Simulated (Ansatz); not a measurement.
Run this with the Ansatz DFT code, driven from Python and show what comes out.

`scf3_survey.py`:
```python
'''Electronic structure of ScF3, looked at from several sides.'''

from pathlib import Path
import itertools
import warnings

import ansatz as az
from ase.data import atomic_numbers
import numpy as np
import spglib

warnings.simplefilter('ignore', az.DeckWarning)

vectors = np.array([
    [4.01245, 0.0, 0.0],
    [0.0, 4.01245, 0.0],
    [0.0, 0.0, 4.01245],
])
xtal = (
    az.Lattice.of(vectors)
    .atom('Sc', (0.0, 0.0, 0.0))
    .atom('F', (0.5, 0.0, 0.0))
    .atom('F', (0.0, 0.5, 0.0))
    .atom('F', (0.0, 0.0, 0.5))
)

calculation = (
    xtal.calculation()
    .functional('lda')
    .basis(630, xc_grid=2)
    .kpoints(3)
    .occupations(az.OccupationsMethod.FIXED)
    .density_of_states(energy_step=0.1, method='smearing', broadening_width=0.15)
    .band_table()
    .density()
    .electron_localization_function()
    .output_files(volumetric_format='npy')
)
done = calculation.run()
report = done.report

energy = report['free_energy_ev']
print('ScF3: {:.6f} eV = {:.6f} Ry = {:.6f} Ha'.format(energy, energy / 13.605693, energy / 27.211386))
print('Fermi level {:.4f} eV, {} k-points, {} symmetry operations'.format(report['fermi_energy_ev'], report['n_kpoints'], report['n_symmetry_ops']))

spg_cell = (done.lattice.cell_ang, [s.position_frac for s in done.lattice.sites], [atomic_numbers[s.symbol] for s in done.lattice.sites])
# the group found depends on the tolerance
for tolerance in (1e-5, 1e-3, 1e-1):
    print(f'symprec {tolerance:g} A: {spglib.get_spacegroup(spg_cell, symprec=tolerance)}')
print('operations used by the run:', report['n_symmetry_ops'])

dos = done.density_of_states()
energy = np.asarray(dos.energies_ev) - dos.fermi_ev
states, count = np.asarray(dos.spin_summed_g_bin_mean_per_ev), np.asarray(dos.spin_summed_integrated)
g_fermi = float(np.interp(0.0, energy, states))
print(f'g(E_F) = {g_fermi:.3f} states/eV per cell')
for low, high in ((-10, -6), (-6, -3), (-3, 0), (0, 3)):
    print(f'states between {low} and {high} eV: {np.interp(high, energy, count) - np.interp(low, energy, count):.3f}')

table = np.array(report['eigenvalues_ev']) - report['fermi_energy_ev']
filling = np.array(report['occupations'])
weights = np.tile(report['kweights'], len(table) // len(report['kweights']))
print('band   lowest  highest (eV from E_F)  electrons')
for band in range(table.shape[1]):
    if table[:, band].max() > -10:
        print(f'{band + 1:4d} {table[:, band].min():8.3f} {table[:, band].max():8.3f} {weights @ filling[:, band]:18.4f}')
print('electrons counted from the table:', round(float(weights @ filling.sum(axis=1)), 5))

# band edges over the mesh points; the true edges can lie between them
levels = np.array(report['eigenvalues_ev'])
filled = round(report['n_electrons'] / 2)
top, bottom = levels[:, filled - 1], levels[:, filled]
print('top of band', filled, 'at k =', report['kpoints_frac'][top.argmax()], f'{top.max():.4f} eV')
print('bottom of band', filled + 1, 'at k =', report['kpoints_frac'][bottom.argmin()], f'{bottom.min():.4f} eV')
print(f'gap by band count {bottom.min() - top.max():.3f} eV, least direct gap {(bottom - top).min():.3f} eV')

# ELF is 0.5 in a uniform gas and nears 1 where pairs localise
folder = Path(done.write_results('elf'))
elf = np.load(folder / 'elf.npy')
peak = np.unravel_index(elf.argmax(), elf.shape)
print(f'largest ELF {elf.max():.3f} at grid fractions', np.round(np.array(peak) / elf.shape, 3))
for level in (0.2, 0.5, 0.7, 0.8, 0.9):
    print(f'share of the cell with ELF over {level}: {np.mean(elf > level):.3f}')

# valence electrons inside a sphere about each atom
rho = done.density()
total = sum(channel.density_e_per_ang3 for channel in rho.channels[:2])
grid_cell = np.asarray(rho.fft_grid_basis) @ done.lattice.cell_ang
mesh = np.stack(np.meshgrid(*[np.arange(n) / n for n in rho.dims], indexing='ij'), axis=-1)
for site in done.lattice.sites:
    offset = mesh - site.position_ang @ np.linalg.inv(grid_cell)
    offset -= offset.round()
    distance = np.min([np.linalg.norm((offset + shift) @ grid_cell, axis=-1) for shift in itertools.product((-1, 0, 1), repeat=3)], axis=0)
    inside = [total[distance < radius].sum() * rho.cell_volume_ang3 / total.size for radius in (0.8, 1.0, 1.2)]
    print(site.symbol, 'electrons within 0.8, 1.0, 1.2 A:', np.round(inside, 2))
```

```console
$ python scf3_survey.py
ScF3: -4477.793168 eV = -329.111730 Ry = -164.555865 Ha
Fermi level -0.7588 eV, 4 k-points, 48 symmetry operations
symprec 1e-05 A: Pm-3m (221)
symprec 0.001 A: Pm-3m (221)
symprec 0.1 A: Pm-3m (221)
operations used by the run: 48
g(E_F) = 7.913 states/eV per cell
states between -10 and -6 eV: 0.000
states between -6 and -3 eV: 0.000
states between -3 and 0 eV: 17.104
states between 0 and 3 eV: 0.896
band   lowest  highest (eV from E_F)  electrons
   8   -2.577   -1.595             2.0000
   9   -2.526   -1.468             2.0000
  10   -2.509   -1.468             2.0000
  11   -1.880   -0.435             2.0000
  12   -1.794   -0.435             2.0000
  13   -1.794   -0.435             2.0000
  14   -0.758   -0.080             2.0000
  15   -0.744   -0.080             2.0000
  16   -0.396    0.000             2.0000
  17    6.351    7.585             0.0000
  18    6.351    7.623             0.0000
  19    6.351    7.623             0.0000
  20    7.789   10.211             0.0000
electrons counted from the table: 32.0
top of band 16 at k = [0.3333333333333333, 0.3333333333333333, 0.3333333333333333] -0.7588 eV
bottom of band 17 at k = [0.0, 0.0, 0.0] 5.5923 eV
gap by band count 6.351 eV, least direct gap 6.735 eV
largest ELF 0.817 at grid fractions [0.889 0.472 0.083]
share of the cell with ELF over 0.2: 0.370
share of the cell with ELF over 0.5: 0.221
share of the cell with ELF over 0.7: 0.125
share of the cell with ELF over 0.8: 0.038
share of the cell with ELF over 0.9: 0.000
Sc electrons within 0.8, 1.0, 1.2 A: [6.87 8.08 8.94]
F electrons within 0.8, 1.0, 1.2 A: [6.01 6.86 7.46]
F electrons within 0.8, 1.0, 1.2 A: [6.01 6.86 7.46]
F electrons within 0.8, 1.0, 1.2 A: [6.01 6.86 7.46]
```

These settings explore the input space; cutoff and mesh may be short of convergence. The run is spin-unpolarised. Along an axis with an odd division the mesh misses the point at one half; a gap read on a finite mesh is an upper bound on this functional's gap. Semilocal gaps usually lie well under measured ones. With fixed filling the reported Fermi level is the top filled level among the k-points of the SCF. The k-point mesh is coarse, and energy and stress weren't tested for convergence. The zero of the levels is a convention of the potentials, so an absolute Fermi energy is no work function. The crystal has a gap of about 6.35 eV on the mesh; any density of states at or just above the Fermi level is the tail of the broadening. Grid values close to the nuclei reflect the PAW or pseudopotential construction, not the all-electron fields. The structure is a deposited one; some such entries were measured under pressure or heat, so a shift against it needn't be the functional's error alone. Levels are Kohn-Sham eigenvalues on this mesh. The computed bands are complete only to about 7.8 eV above the Fermi level; beyond that the density of states is undercounted. Timing: 1.4 s on 1 thread of Arm Neoverse V2, on a shared host, peak memory 0.36 GiB.

(Lines on the test bed's own set-up are left out of the output.)
